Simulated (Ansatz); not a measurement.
# F4GeH2O: the cost of one run

Method: RKS PBE0-D4/def2-SVP, in Ansatz 0.2.0.

### Step 1. The starting structure

Bond lengths: Ge1–F2 2.030 Å, Ge1–F3 1.680 Å, Ge1–F4 1.679 Å, Ge1–F5 1.679 Å, Ge1–O6 2.070 Å, O6–H7 1.010 Å. Angles: F2–Ge1–F3 109.4°, F2–Ge1–F4 109.5°, F2–Ge1–F5 109.5°, F2–Ge1–O6 71.6°, F3–Ge1–F4 109.5°, F3–Ge1–F5 109.5°, F3–Ge1–O6 178.9°, F4–Ge1–F5 109.5°, F4–Ge1–O6 70.0°, F5–Ge1–O6 70.0°, Ge1–O6–H7 109.5°.

Coordinates:

```xyz
8

Ge    0.0000    0.0000    0.0000
F     0.0000    0.0000    2.0300
F     1.5842    0.0000   -0.5594
F    -0.7913    1.3709   -0.5594
F    -0.7913   -1.3709   -0.5594
O    -1.9644    0.0000    0.6527
H    -2.5095   -0.6297    0.0813
H    -1.1899    0.0000    1.7453
```

### Step 2. Pulling towards end A

Springs on the bonds that form and break draw the guess towards this end; the thresholds are loose.

Input file input.yaml:

```yaml
crystal:
  periodic: [false, false, false]
  atoms:
    - { symbol: Ge, position_ang: [0.0, 0.0, 0.0] }
    - { symbol: F, position_ang: [0.0, 0.0, 2.03] }
    - { symbol: F, position_ang: [1.5842, 0.0, -0.5594] }
    - { symbol: F, position_ang: [-0.7913, 1.3709, -0.5594] }
    - { symbol: F, position_ang: [-0.7913, -1.3709, -0.5594] }
    - { symbol: O, position_ang: [-1.9644, 0.0, 0.6527] }
    - { symbol: H, position_ang: [-2.5095, -0.6297, 0.0813] }
    - { symbol: H, position_ang: [-1.1899, 0.0, 1.7453] }
basis:
  gaussian: { orbitals: def2-SVP }
hamiltonian:
  xc: pbe0
  dispersion: d4
relax:
  f_tol: 0.15
  max_steps: 25
  restrain:
    - { distance: [0, 5], at: 2.97, k: 30.0 }
    - { distance: [7, 1], at: 2.12, k: 30.0 }
    - { distance: [0, 1], at: 1.68, k: 30.0 }
    - { distance: [7, 5], at: 1.01, k: 30.0 }
output:
  orbitals: {}
```

The run is started by

```bash
$ ansatz run input.yaml --threads 4 --pin off --max-ram 5120MiB --backend cpu --events-out ev --progress --plain --runs-dir out
```

Q: Estimate wall time and peak memory on 4 threads of AMD EPYC 7R43 (Zen 3), shared host.

About 70 s, with a peak of 0.29 GiB.
